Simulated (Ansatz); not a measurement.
# C3H8Cl3GeN: basis-set convergence

The task here is to estimate one member of a computed series from the others.

Program: Ansatz 0.2.0, Gaussian basis. Level of theory: one geometry, several basis sets. These are calculated values, not measurements.

Levels to be run: PBE0-D4/def2-SVP; ωB97M-V/def2-SVP; PBE0-D4/def2-QZVPP; ωB97M-V/def2-QZVPP; the functionals' def2-TZVPP values are taken from earlier runs.

### Structure used throughout

An earlier PBE0-D4 in a triple-zeta def2 set relaxation fixed the geometry.

SMILES `CC[N](C)[Ge]([Cl])([Cl])[Cl]`, 16 atoms, charge 0, spin multiplicity 1.

Atoms are counted from 1 here; the program's logs count them from 0.

Bond lengths: C1–C2 1.518 Å, C1–H9 1.092 Å, C1–H10 1.092 Å, C1–H11 1.092 Å, C2–N3 1.458 Å, C2–H12 1.100 Å, C2–H13 1.093 Å, N3–C4 1.450 Å, N3–Ge5 1.801 Å, C4–H14 1.099 Å, C4–H15 1.093 Å, C4–H16 1.091 Å, Ge5–Cl6 2.127 Å, Ge5–Cl7 2.128 Å, Ge5–Cl8 2.146 Å. Angles: C2–C1–H9 110.4°, C2–C1–H10 110.0°, C2–C1–H11 112.0°, H9–C1–H10 108.6°, H9–C1–H11 108.3°, H10–C1–H11 107.5°, C1–C2–N3 112.4°, C1–C2–H12 110.1°, C1–C2–H13 108.7°, N3–C2–H12 110.1°, N3–C2–H13 108.7°, H12–C2–H13 106.6°, C2–N3–C4 114.8°, C2–N3–Ge5 117.7°, C4–N3–Ge5 117.9°, N3–C4–H14 112.4°, N3–C4–H15 110.0°, N3–C4–H16 110.5° and more.

Set-up of the first run:

File in.yaml:

```yaml
crystal:
  periodic: [false, false, false]
  atoms:
    - {symbol: C, position_ang: [0.658208, -1.724605, -1.044584]}
    - {symbol: C, position_ang: [-0.076394, -0.398050, -0.980983]}
    - {symbol: N, position_ang: [0.031856, 0.234653, 0.328012]}
    - {symbol: C, position_ang: [-0.764770, -0.383908, 1.369928]}
    - {symbol: Ge, position_ang: [0.240725, 2.022371, 0.377901]}
    - {symbol: Cl, position_ang: [0.763715, 2.621376, 2.351084]}
    - {symbol: Cl, position_ang: [1.787160, 2.587705, -0.969666]}
    - {symbol: Cl, position_ang: [-1.506516, 3.139630, -0.174198]}
    - {symbol: H, position_ang: [1.714433, -1.587329, -0.805573]}
    - {symbol: H, position_ang: [0.581147, -2.146116, -2.049436]}
    - {symbol: H, position_ang: [0.241504, -2.455888, -0.349351]}
    - {symbol: H, position_ang: [-1.134583, -0.539583, -1.246211]}
    - {symbol: H, position_ang: [0.347529, 0.273820, -1.731992]}
    - {symbol: H, position_ang: [-1.833262, -0.416317, 1.115407]}
    - {symbol: H, position_ang: [-0.424026, -1.407762, 1.544100]}
    - {symbol: H, position_ang: [-0.649927, 0.157505, 2.309763]}
basis:
  gaussian: {orbitals: def2-SVP}
hamiltonian: {xc: pbe0, dispersion: d4}
output: {orbitals: {seedname: orbitals}}
```

On the command line:

```
$ ansatz run in.yaml --threads 4 --pin off --events-out ev --progress --plain --max-ram 41984MiB --backend cpu
```

Steps of the session up to this table: PBE0-D4 in def2-SVP; ωB97M-V in def2-SVP; PBE0-D4 in def2-QZVPP; ωB97M-V in def2-QZVPP.

One table of the session follows, with a row left open; its other results are not shown here.

It belongs to the step «Functionals by basis». 

| functional | basis | HOMO (eV) |
| --- | --- | --- |
| PBE0-D4 | def2-SVP | ? |
| PBE0-D4 | def2-TZVPP | -7.18 |
| PBE0-D4 | def2-QZVPP | -7.21 |
| ωB97M-V | def2-SVP | -9.37 |
| ωB97M-V | def2-TZVPP | -9.47 |
| ωB97M-V | def2-QZVPP | -9.50 |

**Question.** Estimate the row for PBE0-D4, def2-SVP.

The run gave: HOMO (eV): -7.10. In the column «HOMO (eV)» it is the highest.
